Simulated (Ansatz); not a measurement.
# BH7OSSi2: the cost of one run

Method: RKS PBE/def2-SVP, in Ansatz 0.2.0.

## Step 1: Starting point

Bond lengths: B1–O2 1.453 Å, O2–Si3 1.730 Å, Si3–S4 2.243 Å, S4–Si5 2.184 Å, B1–H6 1.260 Å, B1–H7 1.162 Å, Si3–H8 1.467 Å, Si3–H9 1.433 Å, Si5–H10 1.468 Å, Si5–H11 1.443 Å, Si5–H12 1.458 Å. Angles (14 of 17 angles, heavy atoms first): B1–O2–Si3 105.8°, O2–Si3–S4 107.9°, Si3–S4–Si5 90.0°, O2–B1–H6 116.9°, O2–B1–H7 125.0°, O2–Si3–H8 111.2°, O2–Si3–H9 107.4°, S4–Si3–H8 107.6°, S4–Si3–H9 109.9°, S4–Si5–H10 109.6°, S4–Si5–H11 106.7°, S4–Si5–H12 108.2°, H6–B1–H7 117.9°, H8–Si3–H9 112.8°.

As a file:

```xyz
12

B    -0.0396    1.9650    1.9203
O    -0.8272    0.7492    2.0333
Si   -0.7568   -0.0052    0.4784
S     1.3028   -0.8553    0.2176
Si    0.7442   -1.6029   -1.7567
H    -0.6550    3.0149    1.5953
H     1.0902    2.0538    2.1760
H    -0.9718    0.9713   -0.5944
H    -1.7246   -1.0618    0.4701
H    -0.3887   -2.5281   -1.6299
H     1.8965   -2.2964   -2.2789
H     0.4070   -0.4598   -2.5970
```

## Step 2: Relaxing end A

The input, input.yaml:

```yaml
crystal:
  periodic: [false, false, false]
  atoms:
    - { symbol: B, position_ang: [-0.0396, 1.965, 1.9203] }
    - { symbol: O, position_ang: [-0.8272, 0.7492, 2.0333] }
    - { symbol: Si, position_ang: [-0.7568, -0.0052, 0.4784] }
    - { symbol: S, position_ang: [1.3028, -0.8553, 0.2176] }
    - { symbol: Si, position_ang: [0.7442, -1.6029, -1.7567] }
    - { symbol: H, position_ang: [-0.655, 3.0149, 1.5953] }
    - { symbol: H, position_ang: [1.0902, 2.0538, 2.176] }
    - { symbol: H, position_ang: [-0.9718, 0.9713, -0.5944] }
    - { symbol: H, position_ang: [-1.7246, -1.0618, 0.4701] }
    - { symbol: H, position_ang: [-0.3887, -2.5281, -1.6299] }
    - { symbol: H, position_ang: [1.8965, -2.2964, -2.2789] }
    - { symbol: H, position_ang: [0.407, -0.4598, -2.597] }
basis:
  gaussian: { orbitals: def2-SVP }
hamiltonian:
  xc: pbe
relax:
  f_tol: 0.02
  max_steps: 50
output:
  orbitals: {}
```

The run is started by

```console
$ ansatz run input.yaml --threads 2 --pin off --max-ram 3072MiB --backend cpu --events-out ev --progress --plain --runs-dir out
```

What time and memory should one allow on 2 threads of Intel Xeon Platinum 8488C (Sapphire Rapids), shared host?

About 63 s, with a peak of 0.18 GiB.
